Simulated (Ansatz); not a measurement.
**C: a trial structure relaxed**

Where does C go from the start given, iodine type (Cmce, No. 64)?

Method: DFT r2SCAN, scalar-relativistic, plane waves, PAW, in Ansatz 0.2.0.

**1. The structure to begin with**

Symmetry: Cmce, No. 64, orthorhombic system. Conventional cell: a = 4.684 Å, b = 3.096 Å, c = 6.314 Å, α = 90.00°, β = 90.00°, γ = 90.00°. C (site symmetry m) has 1 C at 1.75 Å as nearest neighbours.

Coordinates:

```
CELL_PARAMETERS angstrom
2.34194 -1.54785 0.00000
2.34194 1.54785 0.00000
0.00000 0.00000 6.31405
ATOMIC_POSITIONS crystal
C 0.85000 0.15000 0.11700
C 0.65000 0.35000 0.61700
C 0.15000 0.85000 0.88300
C 0.35000 0.65000 0.38300
```

(A quick probe on a coarse mesh, which set the mesh and smearing, is not shown.)

**3. A loose first relaxation**

Input file input.yaml:

```yaml
crystal:
  lattice:
    - [2.3419446424, -1.5478462523, 0.0]
    - [2.3419446424, 1.5478462523, 0.0]
    - [0.0, 0.0, 6.3140506141]
  atoms:
    - { symbol: C, position: [0.85, 0.15, 0.117] }
    - { symbol: C, position: [0.65, 0.35, 0.617] }
    - { symbol: C, position: [0.15, 0.85, 0.883] }
    - { symbol: C, position: [0.35, 0.65, 0.383] }
basis:
  ecutwfc: 500
kpoints:
  mp_grid: { grid: [6, 6, 4] }
hamiltonian:
  xc: r2scan
scf:
  occupations: { method: gaussian, width: 0.1 }
  lower_state_search: "off"
output:
  forces: true
  stress: true
  eigenvalues: true
relax:
  adjacent_minimum: "off"
  f_tol: 0.04
  max_steps: 70
  cell: { stress_tol: 0.4 }
```

The session goes on with these runs: the relaxation.

Before running it: what results should come out?

The runs gave:

```
           quantity                                                                      value
cell (conventional)  a = 2.456 Å, b = 4.253 Å, c = 7.102 Å, α = 90.00°, β = 90.00°, γ = 90.00°
        space group                                                              Fmmm (No. 69)
             volume                                                               9.27 Å³/atom
    gap on the mesh                                                                    0.06 eV
```

What this shows: The structure ended in another space group than at the start: Cmce to Fmmm.
